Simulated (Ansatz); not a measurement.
# Fe13Co3: the cost of one run

Method: DFT PBEsol, scalar-relativistic, plane waves, PAW, in Ansatz 0.2.0.

2 further runs of the same task are left out: 2 set aside as unsound or not needed. Runs told in other sessions of the task aren't counted.

### 1 The starting structure

The structure is tetragonal, space group P4/mmm (No. 123). The conventional cell has a = 5.601 Å, b = 5.601 Å, c = 5.595 Å, α = 90.00°, β = 90.00°, γ = 90.00°. Around Fe (site symmetry mmm) lie 8 Fe at 2.43 Å. Fe (site symmetry m) has 3 Co at 2.42 Å and 5 Fe at 2.42 to 2.43 Å in its first shell of neighbours. Fe (site symmetry 4/mmm) has 8 Fe at 2.43 Å in its first shell of neighbours. Fe (site symmetry mmm) is surrounded by 8 Fe at 2.42 Å. Co (site symmetry 4/mmm) is surrounded by 8 Fe at 2.42 Å.

Structure file:

```cif
data_structure
_symmetry_space_group_name_H-M 'P 1'
_symmetry_Int_Tables_number 1
_cell_length_a 5.6011
_cell_length_b 5.6011
_cell_length_c 5.5953
_cell_angle_alpha 90.000
_cell_angle_beta 90.000
_cell_angle_gamma 90.000
_cell_volume 175.54
loop_
_atom_site_label
_atom_site_type_symbol
_atom_site_fract_x
_atom_site_fract_y
_atom_site_fract_z
_atom_site_occupancy
Fe1 Fe 0.50000 0.00000 0.50000 1
Fe2 Fe 0.74983 0.25017 0.75034 1
Fe3 Fe 0.25017 0.74983 0.24966 1
Fe4 Fe 0.25017 0.74983 0.75034 1
Fe5 Fe 0.25017 0.25017 0.75034 1
Fe6 Fe 0.00000 0.00000 0.50000 1
Fe7 Fe 0.74983 0.25017 0.24966 1
Fe8 Fe 0.74983 0.74983 0.75034 1
Fe9 Fe 0.74983 0.74983 0.24966 1
Fe10 Fe 0.00000 0.50000 0.50000 1
Fe11 Fe 0.50000 0.00000 0.00000 1
Fe12 Fe 0.25017 0.25017 0.24966 1
Fe13 Fe 0.00000 0.50000 0.00000 1
Co1 Co 0.00000 0.00000 0.00000 1
Co2 Co 0.50000 0.50000 0.50000 1
Co3 Co 0.50000 0.50000 0.00000 1
```

It goes back to an entry of the Materials Project, which need not be the stable form.

This cell was relaxed beforehand with the same method: volume 10.97 Å³/atom, gap on the mesh none (metal), site moments up to 2.5 μB.

### 2 Bands, states and charges

input.yaml reads:

```yaml
crystal:
  lattice:
    - [5.6011226238, 0.0, 0.0]
    - [0.0, 5.6011226238, 0.0]
    - [0.0, 0.0, 5.5953064389]
  atoms:
    - { symbol: Fe, position: [0.5, 0.0, 0.5], spin: 2.48 }
    - { symbol: Fe, position: [0.7498284496, 0.2501715504, 0.750344458], spin: 2.72 }
    - { symbol: Fe, position: [0.2501715504, 0.7498284496, 0.249655542], spin: 2.72 }
    - { symbol: Fe, position: [0.2501715504, 0.7498284496, 0.750344458], spin: 2.72 }
    - { symbol: Fe, position: [0.2501715504, 0.2501715504, 0.750344458], spin: 2.72 }
    - { symbol: Fe, position: [0.0, 0.0, 0.5], spin: 2.5 }
    - { symbol: Fe, position: [0.7498284496, 0.2501715504, 0.249655542], spin: 2.72 }
    - { symbol: Fe, position: [0.7498284496, 0.7498284496, 0.750344458], spin: 2.72 }
    - { symbol: Fe, position: [0.7498284496, 0.7498284496, 0.249655542], spin: 2.72 }
    - { symbol: Fe, position: [0.0, 0.5, 0.5], spin: 2.48 }
    - { symbol: Fe, position: [0.5, 0.0, 0.0], spin: 2.46 }
    - { symbol: Fe, position: [0.2501715504, 0.2501715504, 0.249655542], spin: 2.72 }
    - { symbol: Fe, position: [0.0, 0.5, 0.0], spin: 2.46 }
    - { symbol: Co, position: [0.0, 0.0, 0.0], spin: 1.99 }
    - { symbol: Co, position: [0.5, 0.5, 0.5], spin: 1.98 }
    - { symbol: Co, position: [0.5, 0.5, 0.0], spin: 1.94 }
basis:
  ecutwfc: 420
kpoints:
  mp_grid: { grid: [6, 6, 6] }
  band_path:
    path:
      - [[0.0, 0.0, 0.0], [0.0, 0.5, 0.0], [0.5, 0.5, 0.0], [0.0, 0.0, 0.0], [0.0, 0.0, 0.5], [0.0, 0.5, 0.5], [0.5, 0.5, 0.5], [0.0, 0.0, 0.5]]
      - [[0.0, 0.5, 0.0], [0.0, 0.5, 0.5]]
      - [[0.5, 0.5, 0.0], [0.5, 0.5, 0.5]]
    npoints: 10
hamiltonian:
  xc: pbesol
scf:
  occupations: { method: gaussian, width: 0.1 }
  n_extra_bands: 40
output:
  forces: true
  stress: true
  eigenvalues: true
  populations: true
  dos: { projected: true, de: 0.02, nscf_kmesh: { grid: [9, 9, 9] } }
  bader: false
magnetization:
  spin_polarized: true
checkpoint:
  read: start.run
  write: ck
  compress: false
  write_wavefunctions: false
  write_every: 100000
```

On the command line:

```console
ansatz run input.yaml --threads 4 --pin off --max-ram 10240MiB --backend cpu --events-out ev --progress --plain --runs-dir out
```

What time and memory should one allow on 4 threads of Intel Xeon 6975P-C (Granite Rapids), shared host?

About 79 s, with a peak of 2.7 GiB.
